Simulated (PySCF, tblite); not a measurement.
# C₄H₁₂OSi₂: geometry, infrared bands and NMR shifts

Aim: predict the infrared bands and NMR shifts of C₄H₁₂OSi₂ (`[SiH3]O[SiH2]CC1CC1`).

The runs use tblite 0.8.0 and PySCF 2.14.0, with density-fitted response routines of our own; the level of theory stands in each step. All values are computed, except where a source is named. Atoms are numbered from 0 throughout.

**1. The starting structure**

19 atoms, charge 0, multiplicity 1; geometry from: force field or distance geometry start.

Bonds of the start (Å): Si0–O1 1.73, O1–Si2 1.69, Si2–C3 1.87, C3–C4 1.51, C4–C5 1.52, C5–C6 1.52, C6–C4 1.50, Si0–H7 1.47, Si0–H8 1.47, Si0–H9 1.46, Si2–H10 1.46, Si2–H11 1.48, C3–H12 1.11, C3–H13 1.10, C4–H14 1.12, C5–H15 1.10, C5–H16 1.10, C6–H17 1.13, C6–H18 1.09.

**2. Relaxing the molecule with GFN2-xTB**

The job: settings as JSON, then the geometry in Å.

```
{"job": {"kind": "relax", "xc": "GFN2-xTB", "basis": "xTB"}, "charge": 0, "multiplicity": 1}
Si     3.619500    -0.027200     0.303800
O      2.370900    -0.898700    -0.516500
Si     0.945900    -0.013900    -0.291300
C     -0.554900    -1.086900    -0.000700
C     -1.552200    -0.228400     0.748900
C     -1.983700     1.003800    -0.029800
C     -2.970200    -0.101300     0.291200
H      3.140300     0.208300     1.675000
H      3.685800     1.297000    -0.335900
H      4.892700    -0.735100     0.278800
H      0.715100     0.806000    -1.473600
H      1.111600     0.785000     0.942100
H     -0.325800    -2.024000     0.552400
H     -0.989100    -1.319600    -0.987800
H     -1.295700     0.008900     1.815700
H     -2.031900     1.915900     0.583300
H     -1.785200     1.087000    -1.113400
H     -3.729700     0.092600     1.099800
H     -3.273100    -0.760100    -0.519400
```

Launch:

```console
OMP_NUM_THREADS=1 python probes_run.py task.json out
```

The driver reads the jobs from task.json and runs them one after another.

**Question.** This job is followed by: GFN2-xTB harmonic vibrations, gas phase; GIAO PBE0/pcSseg-1 NMR shielding, non-relativistic, gas phase. What will the session give for the following? strongest single infrared mode (GFN2-xTB); zero-point energy (GFN2-xTB); 13C shifts against TMS (PBE0/pcSseg-1, means over atoms taken as alike); 1H shifts against TMS (PBE0/pcSseg-1, means over atoms taken as alike); 29Si shifts against TMS (PBE0/pcSseg-1); 17O shifts against H2O (PBE0/pcSseg-1); surface potential, 1st and 99th percentile.

As calculated:

| quantity | value |
| --- | --- |
| strongest single infrared mode (GFN2-xTB) | 2244 cm⁻¹, 615 km/mol |
| zero-point energy (GFN2-xTB) | 89.7 kcal/mol |
| 13C shifts against TMS (PBE0/pcSseg-1, means over atoms taken as alike) | 24.2, 7.8, 5.5 ppm |
| 1H shifts against TMS (PBE0/pcSseg-1, means over atoms taken as alike) | 5.14, 5.09, 0.91, 0.46, 0.46, -0.04 ppm |
| 29Si shifts against TMS (PBE0/pcSseg-1) | -24.8, -45.0 ppm |
| 17O shifts against H2O (PBE0/pcSseg-1) | 6.1 ppm |
| surface potential, 1st and 99th percentile | -0.49 V and 1.03 V |

Over 173 steps the energy fell by 1.108 eV; of the close pairs, Si0–O1 changed most, 1.730 to 1.617 Å. No mode is imaginary among the 51: a minimum at this level. The strongest single mode, at 2244 cm⁻¹, moves mainly H9. GFN2-xTB is a fitted tight-binding method: band positions and strengths are rough. Its intensities can rank the bands wrongly. At PBE0/pcSseg-1: The largest span, 142 ppm, is at O1, where the paramagnetic term is -69 ppm.
